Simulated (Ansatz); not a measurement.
# Ti3Ag: the cost of one run

Program: Ansatz 0.2.0. Level of theory: DFT r2SCAN, scalar-relativistic, plane waves, PAW. These are calculated values, not measurements.

## Step 1: The system as given

It takes space group P4/mmm (No. 123, tetragonal). Conventional cell: a = 4.187 Å, b = 4.187 Å, c = 3.950 Å, α = 90.00°, β = 90.00°, γ = 90.00°. Around Ti (site symmetry mmm) lie 8 Ti at 2.88 to 2.96 Å and 4 Ag at 2.88 Å. Ti (site symmetry 4/mmm) has 8 Ti at 2.88 Å and 4 Ag at 2.96 Å as nearest neighbours. Ag (site symmetry 4/mmm) is surrounded by 12 Ti at 2.88 to 2.96 Å.

Coordinates:

```xyz
4
Lattice="4.1870 0.0000 0.0000 0.0000 4.1870 0.0000 0.0000 0.0000 3.9500" Properties=species:S:1:pos:R:3 pbc="T T T"
Ti    0.0000    2.0935    1.9750
Ti    2.0935    0.0000    1.9750
Ti    2.0935    2.0935    0.0000
Ag    0.0000    0.0000    0.0000
```

The structure comes from the Crystallography Open Database.

## Step 2: The base run

File input.yaml:

```yaml
crystal:
  lattice:
    - [4.187, 0.0, 0.0]
    - [0.0, 4.187, 0.0]
    - [0.0, 0.0, 3.95]
  atoms:
    - { symbol: Ti, position: [0.0, 0.5, 0.5] }
    - { symbol: Ti, position: [0.5, 0.0, 0.5] }
    - { symbol: Ti, position: [0.5, 0.5, 0.0] }
    - { symbol: Ag, position: [0.0, 0.0, 0.0] }
basis:
  ecutwfc: 500
  fft_grid_basis: typed
kpoints:
  mp_grid: { grid: [8, 8, 8] }
hamiltonian:
  xc: r2scan
scf:
  occupations: { method: gaussian, width: 0.05 }
output:
  forces: true
  stress: true
  eigenvalues: true
  bader: true
  write_density: true
  volumetric_format: npy
  elf: true
```

The run is started by

```bash
> ansatz run input.yaml --threads 1 --pin off --max-ram 2560MiB --backend cpu --events-out ev --progress --plain --runs-dir out
```

Q: Estimate wall time and peak memory on 1 thread of Arm Neoverse V1, shared host.

About 50 s, with a peak of 0.57 GiB.
